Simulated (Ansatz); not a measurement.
# Al5Rh: one candidate of a structure search, part 2 of 2

The task: take a trial cell of Al5Rh to zero force and stress.

Ansatz 0.2.0; DFT PBE, scalar-relativistic, plane waves, PAW.

### Step 4. Full relaxation

Contents of input.yaml:

```yaml
crystal:
  lattice:
    - [5.2109805, 0.0, 0.0]
    - [-2.60549025, 4.51284149, 0.0]
    - [0.0, 0.0, 4.19448646]
  atoms:
    - { symbol: Al, position: [0.33333333, 0.66666667, 0.0] }
    - { symbol: Al, position: [0.66666667, 0.33333333, 0.0] }
    - { symbol: Al, position: [0.5, 0.0, 0.5] }
    - { symbol: Al, position: [0.5, 0.5, 0.5] }
    - { symbol: Al, position: [0.0, 0.5, 0.5] }
    - { symbol: Rh, position: [0.0, 0.0, 0.0] }
basis:
  ecutwfc: 420
kpoints:
  mp_grid: { grid: [12, 12, 10] }
hamiltonian:
  xc: pbe
scf:
  occupations: { method: gaussian, width: 0.1 }
output:
  forces: true
  stress: true
  eigenvalues: true
  write_density: true
  write_potential: true
  elf: true
  volumetric_format: npy
relax:
  adjacent_minimum: "off"
  f_tol: 0.01
  max_steps: 80
  cell: { stress_tol: 0.05 }
```

Started as:

```bash
$ ansatz run input.yaml --threads 1 --pin off --max-ram 2560MiB --backend cpu --events-out ev --progress --plain --runs-dir out
```

Log:

```text
Warning: RAYON_NUM_THREADS=1 ignored (pool sized by the plan → 1); use --threads N
Engine: ansatz 0.2.0, x86_64-unknown-linux-gnu
Pseudopotentials: kind: paw
Pseudopotential: Al, paw, valence charge 3, recommended cutoff 420 eV (normal), Al.paw.azcp
Pseudopotential: Rh, paw, valence charge 17, recommended cutoff 420 eV (normal), Rh.paw.azcp
Functional definition: PBE
  parameter kappa = 0.804
  parameter beta = 0.06672455060314922
  exchange = pbe_x(kappa = kappa, mu = beta*pi^2/3)
  correlation = pbe_c(beta = beta)
Crystal: 6 atoms, lattice volume = 98.639 Å³
Basis set: ecut = 420 eV, 1905 PW (Γ), exchange–correlation on 72×72×60 points (8 copies of the dense FFT grid, shifted against one another)
Bands: 22, of which v1, the nominal top of the filled ones, is band 16 counted from 1 (15 counted from 0)
Symmetry: 24 space group operations
Space group: P6/mmm (ITA 191), of the structure as read, at distance tolerance 4.6e-5 Å
k-points: 114 of 1440
Non-local potential: Al, projectors of the file, l = 0: 2, l = 1: 2, l = 2: 1
Non-local potential: Rh, projectors of the file, l = 0: 3, l = 1: 2, l = 2: 2, l = 3: 1
PAW form: soft (Blöchl's): semilocal exchange-correlation on the pseudo side does not see the compensation charge
PAW one-centre angular grid: Al, 110 points (default); XC on 64 Gauss nodes
PAW one-centre angular grid: Rh, 590 points (default); XC on 64 Gauss nodes
Initial density: superposition of atomic densities (neutral atoms: chi_scale 0, normalization atom), corrected by the library's trained network
Initial wavefunctions: pseudopotential atomic-orbital guess
Functional: x = pbe(κ = 0.804, μ = 0.2195149727645171), c = pbe(β = 0.06672455060314922)
SCF iter   1: F=—  HF=-9088.626605 eV  |F-HF|=—  |Δ(HF+E_count)|=         —  Δρ=4.08e-3  dr2=1.96e-2  ethr=1.77e-3  ⟨swp⟩=6.5  Hψ=13039  notcnv=0
preconditioner: auto → Kerker (q_TF=auto, 2.262 Å⁻¹)  [metal: Δε(μ)=0.026 eV  Ē_g=5.796 eV  σ=0.100 eV  W_gap=0.14  n_scr=20 (ndim 8)  ℏωp=18.3 eV  f_vac=0.000  D(μ)=3.25/eV (n_scr^D=26)]
SCF iter   2: F=—  HF=-9088.623749 eV  |F-HF|=—  |Δ(HF+E_count)|=   2.86e-3  Δρ=2.30e-3  dr2=9.32e-3  ethr=6.14e-5  ⟨swp⟩=1.0  Hψ=3423  notcnv=0
SCF iter   3: F=—  HF=-9088.621696 eV  |F-HF|=—  |Δ(HF+E_count)|=   2.05e-3  Δρ=7.07e-4  dr2=7.59e-4  ethr=2.91e-5  ⟨swp⟩=2.3  Hψ=3551  notcnv=0
SCF iter   4: F=—  HF=-9088.621605 eV  |F-HF|=—  |Δ(HF+E_count)|=   9.08e-5  Δρ=2.28e-4  dr2=9.16e-5  ethr=2.37e-6  ⟨swp⟩=1.3  Hψ=2661  notcnv=0
SCF iter   5: F=—  HF=-9088.621595 eV  |F-HF|=—  |Δ(HF+E_count)|=   1.03e-5  Δρ=5.02e-5  dr2=4.04e-6  ethr=2.86e-7  ⟨swp⟩=1.5  Hψ=2840  notcnv=0
SCF iter   6: F=—  HF=-9088.621594 eV  |F-HF|=—  |Δ(HF+E_count)|=   2.52e-7  Δρ=1.16e-5  dr2=1.60e-7  ethr=1.26e-8  ⟨swp⟩=2.4  Hψ=3430  notcnv=0
SCF iter   7: F=-9088.621594 eV  HF=-9088.621594 eV  |F-HF|=2.55e-8  |Δ(HF+E_count)|=  3.93e-10  Δρ=3.97e-6  dr2=3.42e-8  ethr=3.13e-10  ⟨swp⟩=11.1  Hψ=15707  notcnv=0
SCF 1 converged in 7 iterations: F = -9088.621594 eV  dr2 = 3.42e-8
relax step   1: F+E_penalty+E_count = -9088.62159435 eV  Δ(F+E_penalty+E_count) = +0.000e0 eV  max|allowed force component| = 1.696e-17 eV/Å  Δτ_max = 0.0000 Å  P = +3.975 GPa  Ω = 98.639 Å³  (7 SCF iters, dr2 threshold 1.00e-7 eV, accepted)
Crystal: 6 atoms, lattice volume = 100.368 Å³
Basis set: ecut = 420 eV, 1953 PW (Γ), exchange–correlation on 72×72×60 points (8 copies of the dense FFT grid, shifted against one another)
Initial density: handed on by an earlier stage of this run
Initial wavefunctions: those handed on with the density
iter 1 solved again at ethr=2.75e-4 eV; its pass at ethr=3.10e-3 eV (dr2=8.79e-2 eV) is discarded
SCF iter   1: F=—  HF=-9089.016714 eV  |F-HF|=—  |Δ(HF+E_count)|=         —  Δρ=7.12e-3  dr2=9.09e-2  ethr=2.75e-4  ⟨swp⟩=1.0  Hψ=16111  notcnv=0
preconditioner: auto → Kerker (q_TF=auto, 2.255 Å⁻¹)  [metal: Δε(μ)=0.008 eV  Ē_g=5.785 eV  σ=0.100 eV  W_gap=0.05  n_scr=20 (ndim 8)  ℏωp=18.2 eV  f_vac=0.000  D(μ)=3.26/eV (n_scr^D=20)]
SCF iter   2: F=—  HF=-9089.007299 eV  |F-HF|=—  |Δ(HF+E_count)|=   9.41e-3  Δρ=3.46e-3  dr2=2.44e-2  ethr=2.75e-4  ⟨swp⟩=1.0  Hψ=2508  notcnv=0
SCF iter   3: F=—  HF=-9089.003160 eV  |F-HF|=—  |Δ(HF+E_count)|=   4.14e-3  Δρ=5.04e-4  dr2=6.00e-4  ethr=7.63e-5  ⟨swp⟩=1.0  Hψ=2509  notcnv=0
SCF iter   4: F=—  HF=-9089.003059 eV  |F-HF|=—  |Δ(HF+E_count)|=   1.01e-4  Δρ=1.02e-4  dr2=1.08e-5  ethr=1.88e-6  ⟨swp⟩=2.5  Hψ=3738  notcnv=0
SCF iter   5: F=—  HF=-9089.002939 eV  |F-HF|=—  |Δ(HF+E_count)|=   1.19e-4  Δρ=2.51e-5  dr2=1.33e-6  ethr=3.39e-8  ⟨swp⟩=2.6  Hψ=3931  notcnv=0
SCF iter   6: F=-9089.002939 eV  HF=-9089.002939 eV  |F-HF|=1.89e-8  |Δ(HF+E_count)|=   2.70e-7  Δρ=5.61e-6  dr2=4.94e-8  ethr=1.87e-9  ⟨swp⟩=9.2  Hψ=17210  notcnv=0
SCF 2 converged in 6 iterations: F = -9089.002939 eV  dr2 = 4.94e-8
relax step   2: F+E_penalty+E_count = -9089.00293911 eV  Δ(F+E_penalty+E_count) = -3.813e-1 eV  max|allowed force component| = 7.401e-17 eV/Å  Δτ_max = 0.0000 Å  P = +1.083 GPa  Ω = 100.368 Å³  energy of the carried Pulay correction = -6.063e-4 eV  (6 SCF iters, dr2 threshold 6.00e-7 eV, accepted)
Crystal: 6 atoms, lattice volume = 99.383 Å³
Basis set: ecut = 420 eV, 1941 PW (Γ), exchange–correlation on 72×72×60 points (8 copies of the dense FFT grid, shifted against one another)
iter 1 solved again at ethr=1.00e-4 eV; its pass at ethr=3.10e-3 eV (dr2=3.21e-2 eV) is discarded
SCF iter   1: F=—  HF=-9089.188408 eV  |F-HF|=—  |Δ(HF+E_count)|=         —  Δρ=5.98e-3  dr2=3.16e-2  ethr=1.00e-4  ⟨swp⟩=1.1  Hψ=16214  notcnv=0
preconditioner: auto → Kerker (q_TF=auto, 2.259 Å⁻¹)  [metal: Δε(μ)=0.014 eV  Ē_g=5.854 eV  σ=0.100 eV  W_gap=0.08  n_scr=20 (ndim 8)  ℏωp=18.2 eV  f_vac=0.000  D(μ)=2.84/eV (n_scr^D=20)]
SCF iter   2: F=—  HF=-9089.182495 eV  |F-HF|=—  |Δ(HF+E_count)|=   5.91e-3  Δρ=3.35e-3  dr2=1.08e-2  ethr=9.87e-5  ⟨swp⟩=1.0  Hψ=2508  notcnv=0
SCF iter   3: F=—  HF=-9089.179388 eV  |F-HF|=—  |Δ(HF+E_count)|=   3.11e-3  Δρ=3.49e-4  dr2=1.36e-4  ethr=3.38e-5  ⟨swp⟩=2.3  Hψ=3772  notcnv=0
SCF iter   4: F=—  HF=-9089.179103 eV  |F-HF|=—  |Δ(HF+E_count)|=   2.85e-4  Δρ=7.39e-5  dr2=7.44e-6  ethr=4.25e-7  ⟨swp⟩=2.1  Hψ=3804  notcnv=0
iter 5 did not close the SCF: its close was put off for the readings that it lacked (scf_convergence_deferred on its scf_iter line)
SCF iter   5: F=-9089.179102 eV  HF=-9089.179102 eV  |F-HF|=1.27e-7  |Δ(HF+E_count)|=   7.69e-7  Δρ=1.57e-5  dr2=3.73e-7  ethr=2.33e-8  ⟨swp⟩=1.1  Hψ=2597  notcnv=0
SCF iter   6: F=-9089.179102 eV  HF=-9089.179102 eV  |F-HF|=1.68e-8  |Δ(HF+E_count)|=   2.50e-8  Δρ=4.72e-6  dr2=4.21e-8  ethr=1.16e-9  ⟨swp⟩=6.4  Hψ=16017  notcnv=0
SCF 3 converged in 6 iterations: F = -9089.179102 eV  dr2 = 4.21e-8
relax step   3: F+E_penalty+E_count = -9089.17910171 eV  Δ(F+E_penalty+E_count) = -1.762e-1 eV  max|allowed force component| = 1.480e-16 eV/Å  Δτ_max = 0.0000 Å  P = +1.789 GPa  Ω = 99.383 Å³  energy of the carried Pulay correction = -2.564e-4 eV  (6 SCF iters, dr2 threshold 6.00e-7 eV, accepted)
[... 12 lines left out ...]
relax step   4: F+E_penalty+E_count = -9089.19340212 eV  Δ(F+E_penalty+E_count) = -1.430e-2 eV  max|allowed force component| = 1.018e-16 eV/Å  Δτ_max = 0.0000 Å  P = +0.291 GPa  Ω = 101.104 Å³  energy of the carried Pulay correction = -8.579e-4 eV  (6 SCF iters, dr2 threshold 6.00e-7 eV, accepted)
[... 12 lines left out ...]
relax step   5: F+E_penalty+E_count = -9089.19386488 eV  Δ(F+E_penalty+E_count) = -4.628e-4 eV  max|allowed force component| = 1.110e-16 eV/Å  Δτ_max = 0.0000 Å  P = -0.000 GPa  Ω = 101.473 Å³  energy of the carried Pulay correction = -9.854e-4 eV  (6 SCF iters, dr2 threshold 6.00e-7 eV, accepted)
[... 12 lines left out ...]
relax step   6: F+E_penalty+E_count = -9089.20230890 eV  Δ(F+E_penalty+E_count) = -8.444e-3 eV  max|allowed force component| = 9.098e-17 eV/Å  Δτ_max = 0.0000 Å  P = +0.123 GPa  Ω = 101.473 Å³  stress off target by 3.41e-1 GPa  SCF on the basis re-selected at this cell (its energy is not comparable with the rows above)  (7 SCF iters)
[... 14 lines left out ...]
relax step   7: F+E_penalty+E_count = -9089.20250066 eV  Δ(F+E_penalty+E_count) = -1.918e-4 eV  max|allowed force component| = 6.322e-17 eV/Å  Δτ_max = 0.0000 Å  P = +0.007 GPa  Ω = 101.646 Å³  energy of the carried Pulay correction = -7.606e-5 eV  (6 SCF iters, dr2 threshold 2.91e-7 eV, accepted)
iter 1 solved again at ethr=1.27e-6 eV; its pass at ethr=3.10e-3 eV (dr2=4.07e-4 eV) is discarded
SCF iter   1: F=—  HF=-9089.202507 eV  |F-HF|=—  |Δ(HF+E_count)|=         —  Δρ=2.99e-5  dr2=3.91e-8  ethr=1.27e-6  ⟨swp⟩=2.9  Hψ=18634  notcnv=0
eigensolver tolerance schedule: the retry pair's looser diagonalisation over-reported the residual by 10415.49 of it (diagonalisation noise at an unbounded share of the residual, at the tolerance the schedule requests for it); recorded, not acted on — ethr = c·dr2/N_el stays at c = 1.0e-1
preconditioner: auto → Kerker (q_TF=auto, 2.250 Å⁻¹)  [metal: Δε(μ)=0.005 eV  Ē_g=5.761 eV  σ=0.100 eV  W_gap=0.03  n_scr=20 (ndim 8)  ℏωp=18.0 eV  f_vac=0.000  D(μ)=3.01/eV (n_scr^D=20)]
SCF iter   2: F=—  HF=-9089.202578 eV  |F-HF|=—  |Δ(HF+E_count)|=   7.10e-5  Δρ=1.51e-5  dr2=9.67e-9  ethr=1.22e-10  ⟨swp⟩=2.9  Hψ=5421  notcnv=0
SCF iter   3: F=—  HF=-9089.202579 eV  |F-HF|=—  |Δ(HF+E_count)|=   6.58e-7  Δρ=6.49e-6  dr2=2.39e-9  ethr=3.02e-11  ⟨swp⟩=1.0  Hψ=2508  notcnv=0
SCF iter   4: F=—  HF=-9089.202579 eV  |F-HF|=—  |Δ(HF+E_count)|=   1.48e-7  Δρ=2.81e-7  dr2=1.99e-10  ethr=7.48e-12  ⟨swp⟩=1.0  Hψ=2508  notcnv=0
iter 5 did not close the SCF: its close was put off for the readings that it lacked (scf_convergence_deferred on its scf_iter line)
SCF iter   5: F=-9089.202579 eV  HF=-9089.202579 eV  |F-HF|=1.82e-11  |Δ(HF+E_count)|=  2.73e-11  Δρ=1.32e-7  dr2=3.39e-11  ethr=1.00e-12  ⟨swp⟩=1.0  Hψ=2510  notcnv=0
SCF iter   6: F=-9089.202579 eV  HF=-9089.202579 eV  |F-HF|=1.82e-12  |Δ(HF+E_count)|=  1.82e-12  Δρ=3.66e-8  dr2=1.82e-12  ethr=1.00e-12  ⟨swp⟩=4.0  Hψ=10546  notcnv=0
SCF 8 converged in 6 iterations: F = -9089.202579 eV  dr2 = 1.82e-12
relax step   8: F+E_penalty+E_count = -9089.20257868 eV  Δ(F+E_penalty+E_count) = -7.802e-5 eV  max|allowed force component| = 7.401e-17 eV/Å  Δτ_max = 0.0000 Å  P = +0.007 GPa  Ω = 101.646 Å³  stress off target by 2.35e-2 GPa  SCF on the basis re-selected at this cell (its energy is not comparable with the rows above)  (6 SCF iters)
basis re-selected at this cell: Δ(F+E_penalty+E_count) = -7.802e-5 eV, ΔP = +0.000 GPa vs the last step (what re-selecting the basis moved, of the pressure what is left beyond the Pulay correction that the steps carried, after the strain that the cell walked since its last selection, with what the two solves' SCF thresholds leave and, on support functions, any second-order correction that the steps lacked; it is no measure of the basis error at this ecutwfc). This SCF's stress stands 2.35e-2 GPa from its target on what of the cell is left free (relax.cell.stress_tol is 5.00e-2 GPa) and its largest allowed force component is 7.40e-17 eV/Å (relax.f_tol is 1.00e-2 eV/Å): within both
SCF converged after 6 iterations
Free energy (F): -9089.202579 eV
Harris-Foulkes:  -9089.202579 eV  (|F-HF|=1.82e-12)
Internal energy: -9089.187517 eV  (E = F + TS)
E sigma→0 (E₀):  -9089.195048 eV
Entropy (-TS):   -0.015062 eV (-2.510 meV/atom)
Fermi energy:    9.171272 eV
--- Per-component energies (eV) ---
  E_band       = -226.050879
  E_kinetic    = 688.270107
  E_local      = -3043.365729  (includes V_loc(G=0)·N_el)
  E_nonlocal   = 410.847678
  E_hartree    = 1216.055807
  E_xc         = -419.141695
  E_vxc        = -421.185760  (∫ρ·V_xc dr)
  E_paw        = -5926.038486  (= ΣΔE_a)
  E_vpaw       = -292.729599  (= ΣTr[D̂ρ^β])
  E_aug_tail   = 0.000880  (compensation charges beyond the density's cutoff)
  E_ewald      = -2015.816078
  E_smearing   = -0.015062  (= −TS)
  E_closure    = -0.000000  (closes the sum)
  Σ components = -9089.202579   (vs F -9089.202579, Δ=0.00e0)
--- Forces (eV/Å), atoms counted from 1 ---
  atom   1  Al     0.00000000     0.00000000     0.00000000
  atom   2  Al     0.00000000    -0.00000000     0.00000000
  atom   3  Al     0.00000000     0.00000000     0.00000000
  atom   4  Al    -0.00000000     0.00000000     0.00000000
  atom   5  Al    -0.00000000     0.00000000     0.00000000
  atom   6  Rh     0.00000000     0.00000000     0.00000000
  max |Σ_I F_I| component: 1.85e-17 eV/Å
--- Stress (GPa, compression-positive) ---
       -0.000780       0.000000       0.000000
       -0.000000      -0.000780       0.000000
        0.000000       0.000000       0.023535
  P = ⅓ Tr σ = 0.0073 GPa (0.073 kbar)
--- Band table (eV; the first three rows and the last of 114) ---
  k-point 0: bands = ["-68.7421", "-36.7403", "-36.7403", "-36.4721", "-1.6819", "4.0062", "4.6982", "4.7879", "4.8460", "4.8460", "7.2449", "7.2449", "7.4315", "7.4315", "8.0403", "8.7234", "8.7234", "10.1376", "10.8657", "11.6435", "11.6435", "12.0615"]
  k-point 1: bands = ["-68.7421", "-36.7403", "-36.7403", "-36.4721", "-1.6167", "3.6275", "4.0529", "4.8917", "4.8917", "5.8594", "7.0323", "7.0323", "7.7097", "7.7097", "8.1927", "8.6570", "8.6570", "9.6306", "10.8730", "11.2042", "11.2042", "12.6953"]
  k-point 2: bands = ["-68.7421", "-36.7403", "-36.7403", "-36.4722", "-1.4227", "2.5884", "4.1861", "5.0222", "5.0222", "6.7901", "6.8108", "6.8108", "8.1283", "8.1283", "8.4457", "8.4457", "8.7455", "8.7971", "10.6112", "10.6112", "10.8967", "12.1694"]
  k-point 113: bands = ["-68.7421", "-36.7404", "-36.7404", "-36.4723", "1.3525", "1.3525", "2.4762", "2.4762", "4.4649", "4.7228", "7.1335", "7.1335", "7.4122", "7.4122", "7.9334", "10.1835", "10.1835", "11.6555", "11.9045", "11.9045", "12.3237", "14.3699"]
--- Relaxed structure (6 steps of the walk, 6 accepted, 2 SCFs on fresh bases) ---
  F+E_penalty+E_count = -9089.20257868 eV   max|allowed force component| = 7.401e-17 eV/Å   (the final SCF, on the basis selected at the relaxed cell)
  cell:  # Å, volume = 101.6463 Å³
    - [5.0033759937514155, 0.0, 0.0]
    - [-2.5016879968757078, 4.333050715273936, 0.0]
    - [0.0, 0.0, 4.688505720679879]
  atoms:
    - { symbol: Al, position: [0.3333333333333333, 0.6666666666666666, 0.0] }
    - { symbol: Al, position: [0.6666666666666666, 0.3333333333333333, 0.0] }
    - { symbol: Al, position: [0.5, 3.6749344680280446e-35, 0.49999999999999994] }
    - { symbol: Al, position: [0.5, 0.5, 0.49999999999999994] }
    - { symbol: Al, position: [0.0, 0.5, 0.49999999999999994] }
    - { symbol: Rh, position: [3.972783976151125e-36, -2.548744872987191e-34, 0.0] }
```

Run time: 1.7 min. Hardware: 1 thread of Intel Xeon at 2.70GHz, shared host; peak memory 0.54 GiB.

The steps of the relaxation:

| step | E - E(step 1) (eV/cell) | largest force component (eV/Å) | pressure (GPa) | volume (Å³) |
| --- | --- | --- | --- | --- |
| 1 | 0.0000 | 0.0000 | 3.97 | 98.64 |
| 2 | -0.3813 | 0.0000 | 1.08 | 100.37 |
| 3 | -0.5575 | 0.0000 | 1.79 | 99.38 |
| 4 | -0.5718 | 0.0000 | 0.29 | 101.10 |
| 5 | -0.5723 | 0.0000 | 0.00 | 101.47 |
| 6 | -0.5807 | 0.0000 | 0.12 | 101.47 |
| 7 | -0.5809 | 0.0000 | 0.01 | 101.65 |
| 8 | -0.5810 | 0.0000 | 0.01 | 101.65 |

Step 1 is the start. Steps 6, 8 each repeat the geometry before them on a plane-wave basis chosen anew, so the energy can jump there without any move.

|  | before | after | change |
| --- | --- | --- | --- |
| a (Å) | 5.211 | 5.003 | -4.0 % |
| b (Å) | 5.211 | 5.003 | -4.0 % |
| c (Å) | 4.194 | 4.689 | +11.8 % |
| volume (Å³/atom) | 16.44 | 16.94 | +3.0 % |
| shortest distance (Å) | 2.581 | 2.502 | -3.1 % |
| space group (0.01 Å) | P6/mmm | P6/mmm | same |

Forces and stress were held to the start's 24 operations: a distortion of lower symmetry was not tested.

Density in a lattice plane of the grid's cell (edges 5.00 and 5.00 Å, at 0.000 of the third edge), which holds Al and Rh.

Ten even steps from ' ' (0.06 e/Å³) to '@' (15.16 e/Å³):
```
%%**--..                                ..--**%%
==::..                                  ..--==++
..                                      ..::::::
                                                
                                                
                                                
                                                
                                                
                                                
                                                
                                                
                                                
                                                
                                                
                                                
                                                
..::::::..                                      
==++==--..                                  ..::
%%%%**--..                                ..--**
@@%%++--..                              ..--++%%
```
Columns run along the first of these edges and rows up along the second, over one cell in 24 and 20 even steps from the bottom left corner. Atoms in the plane (fractional): Al at (0.33, 0.67), Al at (0.67, 0.33), Rh at (0.00, 1.00).

ELF in the same plane.

Values, 12 rows by 12 columns:
```
0.74 0.55 0.25 0.36 0.53 0.55 0.56 0.54 0.36 0.25 0.54 0.74
0.43 0.25 0.36 0.56 0.43 0.27 0.45 0.58 0.36 0.24 0.42 0.54
0.23 0.36 0.56 0.32 0.06 0.03 0.32 0.58 0.36 0.23 0.24 0.25
0.40 0.53 0.43 0.06 0.25 0.03 0.45 0.54 0.40 0.36 0.36 0.36
0.51 0.55 0.27 0.03 0.03 0.27 0.56 0.52 0.54 0.58 0.58 0.54
0.53 0.56 0.45 0.32 0.45 0.56 0.53 0.56 0.45 0.32 0.45 0.56
0.51 0.54 0.58 0.58 0.54 0.52 0.56 0.27 0.03 0.03 0.27 0.55
0.40 0.36 0.36 0.36 0.40 0.54 0.45 0.03 0.25 0.06 0.43 0.53
0.23 0.25 0.24 0.23 0.36 0.58 0.32 0.03 0.06 0.32 0.56 0.36
0.43 0.54 0.42 0.24 0.36 0.58 0.45 0.27 0.43 0.56 0.36 0.25
0.74 0.74 0.54 0.25 0.36 0.54 0.56 0.55 0.53 0.36 0.25 0.55
0.78 0.74 0.43 0.23 0.40 0.51 0.53 0.51 0.40 0.23 0.43 0.74
```
Columns run along the first of these edges and rows up along the second, over one cell in 12 and 12 even steps from the bottom left corner. Atoms in the plane (fractional): Al at (0.33, 0.67), Al at (0.67, 0.33), Rh at (0.00, 1.00).

Both are smooth fields of the valence electrons: close to the nuclei they are not physical.

Maxima of ELF outside the ion cores: 0.75 on the Al–Al line, 1.3 Å from Al; 0.64 beside Al, off the lines to its neighbours, 1.2 Å from Al; 0.60 in the shell around Al, 1.1 Å from Al.

### Step 5. Changing settings: ecutrho_ratio 4, hubbard.sites [{species: Rh, l: d, u_eff: 1.0}], hubbard.double_counting fll

Contents of input.yaml:

```yaml
crystal:
  lattice:
    - [5.0033759938, 0.0, 0.0]
    - [-2.5016879969, 4.3330507153, 0.0]
    - [0.0, 0.0, 4.6885057207]
  atoms:
    - { symbol: Al, position: [0.3333333333, 0.6666666667, 0.0] }
    - { symbol: Al, position: [0.6666666667, 0.3333333333, 0.0] }
    - { symbol: Al, position: [0.5, 0.0, 0.5] }
    - { symbol: Al, position: [0.5, 0.5, 0.5] }
    - { symbol: Al, position: [0.0, 0.5, 0.5] }
    - { symbol: Rh, position: [0.0, 0.0, 0.0] }
basis:
  ecutwfc: 420
  ecutrho_ratio: 4
kpoints:
  mp_grid: { grid: [12, 12, 10] }
hamiltonian:
  xc: pbe
  hubbard: { sites: [{ species: Rh, l: d, u_eff: 1.0 }], double_counting: fll }
scf:
  occupations: { method: gaussian, width: 0.1 }
output:
  forces: true
  eigenvalues: true
  stress: true
```

Started as:

```bash
$ ansatz run input.yaml --threads 1 --pin off --max-ram 2560MiB --backend cpu --events-out ev --progress --plain --runs-dir out
```

Log, shortened:

```text
Warning: RAYON_NUM_THREADS=1 ignored (pool sized by the plan → 1); use --threads N
Al: projections on atomic orbitals take those of the free atom [Ne] 3s2 3p1, of charge +0.00 (hamiltonian.pseudopotentials.projection_atoms); the dataset's partial waves leave at most 3.3e-8 of an orbital's norm unspanned inside its sphere
[...]
  atom   4  Al     0.00000000    -0.00000000     0.00000000
  atom   5  Al     0.00000000    -0.00000000     0.00000000
  atom   6  Rh    -0.00000000     0.00000000     0.00000000
[...]
--- Stress (GPa, compression-positive) ---
        0.016395       0.000000       0.000000
        0.000000       0.016395       0.000000
        0.000000       0.000000       0.112193
  P = ⅓ Tr σ = 0.0483 GPa (0.483 kbar)
--- Band table (eV; the first three rows and the last of 114) ---
[... band rows left out ...]
[...]
Occupation matrices written to <dir>
```

Wall time 27 s (1 thread of Intel Xeon at 2.70GHz, shared host); peak memory 0.72 GiB.

```csv
run,ending,energy change,pressure (GPa),gap (eV),force (eV/Å),cycles,time
step 4,converged,0,0.0,0.00,0.00,-,1.7 min
variant,converged,+107.1 meV/atom (U changed: no physical gain or loss),0.0,0.00,0.00,11,27 s
```

Changing the numerical grids and Hubbard U moves the energy by +107.1 meV/atom. The U term adds an energy of its own, so the shift says nothing about which run is better.

### Step 6. Summary of results

This closing draws on all 2 parts. Changes of volume or cell count from the first structure of part 1.

```
                              quantity                                                                       value
symmetry at the end (tolerance 0.05 Å)                                                space group P6/mmm (No. 191)
                     conventional cell  a = 5.003 Å, b = 5.003 Å, c = 4.689 Å, α = 90.00°, β = 90.00°, γ = 120.00°
                                volume                                                               16.94 Å³/atom
              energy over the elements                                                               +0.20 eV/atom
                       gap on the mesh                                                                none (metal)
```

In words: The space group P6/mmm (No. 191) is kept, and the volume per atom grows by 3.0 % from the first guess. The formation energy is positive, so the separate elements lie lower. No finished test with a distortion of lower symmetry is shown, so the end may be a saddle point. Other magnetic orders were not searched.
